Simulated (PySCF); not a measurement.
# SiN2H5OF (SMILES N[Si](N)(O)F) at 6 levels

Wanted: a comparison of 6 runs (BLYP/cc-pVDZ, SVWN5/cc-pVDZ, TPSS/cc-pVDZ, r2SCAN/cc-pVDZ, revPBE/cc-pVDZ, CCSD(T)/cc-pVDZ) of SiN2H5OF. The job is set up through a Python script.

The calculation is run with PySCF 2.14.0.

2 further runs of the same task are left out: 2 set aside as unsound or not needed.

## Step 1: Starting point

The species is SiN2H5OF (10 atoms), meant as a singlet with charge 0. SMILES: `N[Si](N)(O)F`. The O4–H10 distance was set to 2.107 Å, away from the relaxed value. At this shape a bond of the SMILES string is far longer than usual.

Bond lengths: N1–Si2 1.685 Å, Si2–N3 1.695 Å, Si2–O4 1.637 Å, Si2–F5 1.605 Å, N1–H6 1.004 Å, N1–H7 1.005 Å, N3–H8 1.005 Å, N3–H9 1.005 Å. Some angles: N1–Si2–N3 109.0°, N1–Si2–O4 103.8°, N1–Si2–F5 116.8°, N3–Si2–O4 119.6°, N3–Si2–F5 102.6°, O4–Si2–F5 105.7°, Si2–N1–H6 122.0°, Si2–N1–H7 121.9°, Si2–N3–H8 121.3°, Si2–N3–H9 121.7°.

## Step 2: The energy at BLYP/cc-pVDZ (run 1)

File job.py:

```python
from pyscf import gto, dft

system = gto.M(
    atom='''
N     -0.893180     2.332434     0.601386
Si    -0.413980     0.740634     0.327886
N     -0.966080    -0.228066     1.603986
O      1.193620     0.859634     0.041086
F     -1.031280     0.009934    -0.960414
H     -1.805680     2.560134     0.953486
H     -0.430780     3.109034     0.162086
H     -1.218580    -1.190066     1.457286
H     -0.716280    -0.036666     2.558686
H      2.068800    -0.674900    -1.106900
''',
    verbose=4,
    spin=0,
    basis='cc-pvdz',
    max_memory=1860,
)

calc0 = dft.RKS(system)
calc0.xc = 'blyp'
calc0.grids.level = 5
calc0.conv_tol = 1e-10
calc0.kernel()
if not calc0.converged:
    calc0 = calc0.newton().run(calc0.mo_coeff, calc0.mo_occ)

etot = calc0.e_tot
print('E = %.10f Eh' % etot)
```

The run is started by

```
$ OMP_NUM_THREADS=1 python job.py
```

The log of the run:

```text
PySCF version 2.14.0

[... 110 lines left out ...]
converged SCF energy = -576.99011167616
E = -576.9901116762 Eh
```

It took 51 s on 1 thread of Arm Neoverse V2, shared host; peak memory 0.52 GiB.

## Step 3: A single-point energy at SVWN5/cc-pVDZ (run 2)

File job.py:

```python
from pyscf import gto, dft

molecule = gto.M(
    atom=[
    ('N', (-0.893180, 2.332434, 0.601386)),
    ('Si', (-0.413980, 0.740634, 0.327886)),
    ('N', (-0.966080, -0.228066, 1.603986)),
    ('O', (1.193620, 0.859634, 0.041086)),
    ('F', (-1.031280, 0.009934, -0.960414)),
    ('H', (-1.805680, 2.560134, 0.953486)),
    ('H', (-0.430780, 3.109034, 0.162086)),
    ('H', (-1.218580, -1.190066, 1.457286)),
    ('H', (-0.716280, -0.036666, 2.558686)),
    ('H', (2.068800, -0.674900, -1.106900)),
],
    max_memory=1860,
    charge=0,
    verbose=3,
    basis='cc-pvdz',
)

mf = dft.RKS(molecule)
mf.xc = 'svwn'
mf.conv_tol = 1e-10
mf.grids.level = 5
mf.kernel()
if not mf.converged:
    mf = mf.newton().run(mf.mo_coeff, mf.mo_occ)

e_final = mf.e_tot
print(f'total energy: {e_final:.8f} hartree')
```

The run is started by

```
$ OMP_NUM_THREADS=1 python job.py
```

The log of the run:

```text
converged SCF energy = -573.81726449184
total energy: -573.81726449 hartree
```

It took 26 s on 1 thread of Arm Neoverse V2, shared host; peak memory 0.34 GiB.

Runs 3 to 5 aren't shown in full; the table further down has their settings and results.

## Step 4: The energy at CCSD(T)/cc-pVDZ (run 6)

File calc.py:

```python
from pyscf import gto, scf, cc

system = gto.Mole()
system.atom = '''
N     -1.687866     4.407661     1.136455
Si    -0.782309     1.399595     0.619615
N     -1.825627    -0.430982     3.031094
O      2.255615     1.624473     0.077641
F     -1.948837     0.018773    -1.814919
H     -3.412241     4.837952     1.801827
H     -0.814056     5.875223     0.306298
H     -2.302782    -2.248899     2.753871
H     -1.353573    -0.069289     4.835216
H      3.909465    -1.275376    -2.091738
'''
system.basis = 'cc-pvdz'
system.max_memory = 1860
system.unit = 'bohr'
system.verbose = 4
system.spin = 0
system.build()

hf = scf.RHF(system)
hf.conv_tol = 1e-10
hf.kernel()
if not hf.converged:
    hf = hf.newton().run(hf.mo_coeff, hf.mo_occ)

mycc = cc.CCSD(hf, frozen=9)
mycc.kernel()
e_t = mycc.ccsd_t()
etot = mycc.e_tot + e_t
print('E = %.10f Eh' % etot)
```

The run is started by

```
$ OMP_NUM_THREADS=1 python calc.py
```

The log of the run:

```text
PySCF version 2.14.0

[... 78 lines left out ...]
converged SCF energy = -574.984651791272
[... 12 lines left out ...]
Init t2, MP2 energy = -575.841241636738  E_corr(MP2) -0.856589845465541
[... 21 lines left out ...]
CCSD converged
[... 2 lines left out ...]
E = -575.9145683241 Eh
```

Wall time 1.7 min (1 thread of Arm Neoverse V2, shared host); peak memory 0.68 GiB.

## Step 5: Overview of the runs

| run | level | integration grid | frozen core orbitals | energy (Eh) | dipole moment (D) of the reference | HOMO energy (eV) | LUMO energy (eV) | wall time |
| --- | --- | --- | --- | --- | --- | --- | --- | --- |
| 1 | BLYP/cc-pVDZ | 5 | – | -576.990112 | 1.90 | -5.53 | -5.20 | 51 s |
| 2 | SVWN5/cc-pVDZ | 5 | – | -573.817264 | 1.57 | -5.70 | -5.37 | 26 s |
| 3 | TPSS/cc-pVDZ | 5 | – | -577.101338 | 1.79 | -5.78 | -5.36 | 82 s |
| 4 | r2SCAN/cc-pVDZ | 5 | – | -576.889979 | 1.52 | -6.02 | -5.50 | 77 s |
| 5 | revPBE/cc-pVDZ | 5 | – | -576.896612 | 1.83 | -5.62 | -5.30 | 48 s |
| 6 | CCSD(T)/cc-pVDZ | – | 9 | -575.914568 | 1.18 | -10.92 | -1.65 | 1.7 min |

## Step 6: Outcome

```
                                          quantity          value
                               run 6: total energy  -575.91457 Eh
       run 6: dipole moment (Hartree–Fock density)         1.18 D
        run 6: HOMO energy (Hartree–Fock orbitals)      -10.92 eV
        run 6: LUMO energy (Hartree–Fock orbitals)       -1.65 eV
      run 6: HOMO–LUMO gap (Hartree–Fock orbitals)        9.27 eV
run 6: correlation energy (9 core orbitals frozen)     -929.9 mEh
                             run 6: (T) correction     -30.28 mEh
                              run 6: T1 diagnostic          0.023
```

**Reading.** Over runs 1, 2, 3, 4, 5 the dipole moment (its size) runs from 1.52 D (r2SCAN/cc-pVDZ) to 1.90 D (BLYP/cc-pVDZ). Over runs 1, 2, 3, 4, 5 the HOMO–LUMO gap runs from 0.32 eV (revPBE/cc-pVDZ) to 0.52 eV (r2SCAN/cc-pVDZ). Totals of different functionals can't be ranked against each other. In runs 1, 2, 3, 4, 5, 6 a closed-shell determinant meets a far-stretched bond, which it describes badly. All runs together took 6.5 min, the longest 1.7 min.
